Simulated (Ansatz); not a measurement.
# CH₂BBr (SMILES B=CBr): functionals against CCSD(T) at one geometry

An exercise on one series of results from a longer session: the logs are not shown, and one member is left open.

Program: Ansatz 0.2.0, Gaussian basis. Level of theory: single points in def2-TZVPP. These are calculated values, not measurements.

Correlated methods freeze the cores. Filled d shells of the heavier atoms are correlated. B3LYP uses VWN-RPA correlation.

### The system as given

SMILES `B=CBr`, 5 atoms, charge 0, spin multiplicity 1.

Atoms are counted from 1 here; the program's logs count them from 0.

Bond lengths: B1–C2 1.391 Å, B1–H4 1.151 Å, C2–Br3 1.896 Å, C2–H5 1.000 Å. Angles: C2–B1–H4 165.4°, B1–C2–Br3 119.3°, B1–C2–H5 122.7°, Br3–C2–H5 117.8°.

Geometry (Å):

```xyz
5

B    -0.7822    0.3624   -0.3671
C     0.3846    0.0871    0.3385
Br    1.1437   -1.6471    0.2364
H    -1.6970    0.3247   -1.0650
H     0.8787    0.7834    0.8598
```

The first run:

Input file run/in.yaml:

```yaml
crystal:
  periodic: [false, false, false]
  atoms:
    - {symbol: B, position_ang: [-0.782200, 0.362400, -0.367100]}
    - {symbol: C, position_ang: [0.384600, 0.087100, 0.338500]}
    - {symbol: Br, position_ang: [1.143700, -1.647100, 0.236400]}
    - {symbol: H, position_ang: [-1.697000, 0.324700, -1.065000]}
    - {symbol: H, position_ang: [0.878700, 0.783400, 0.859800]}
basis:
  gaussian: {orbitals: def2-TZVPP}
correlation: {method: ccsd_t}
output: {forces: true}
```

The command line of these runs was not kept.

Among the steps run: CCSD(T)/def2-TZVPP; PBE0-D4/def2-TZVPP; wB97M-V/def2-TZVPP; r2SCAN-D4/def2-TZVPP; PBE-D4/def2-TZVPP; B3LYP-D4/def2-TZVPP; B97M-V/def2-TZVPP.

One of the session's tables, all rows but one given; the rest of the session is left out.

```
   method  RMS force component (eV/Å)  angle to CCSD(T) forces (°)  dipole (D)
  CCSD(T)                       1.271                    reference        1.83
  PBE0-D4                       1.398                          8.5        1.87
  wB97M-V                       1.378                         10.2        1.98
r2SCAN-D4                       1.361                          7.2        1.80
   PBE-D4                       1.396                          4.6        1.60
 B3LYP-D4                           ?                            ?           ?
   B97M-V                       1.318                          9.2        1.75
```

Q: Estimate the row for B3LYP-D4 from the others.

**Answer.** RMS force component (eV/Å): 1.347; angle to CCSD(T) forces (°): 10.4; dipole (D): 1.82. In the column «RMS force component (eV/Å)» it lies between B97M-V (1.318) and r2SCAN-D4 (1.361).
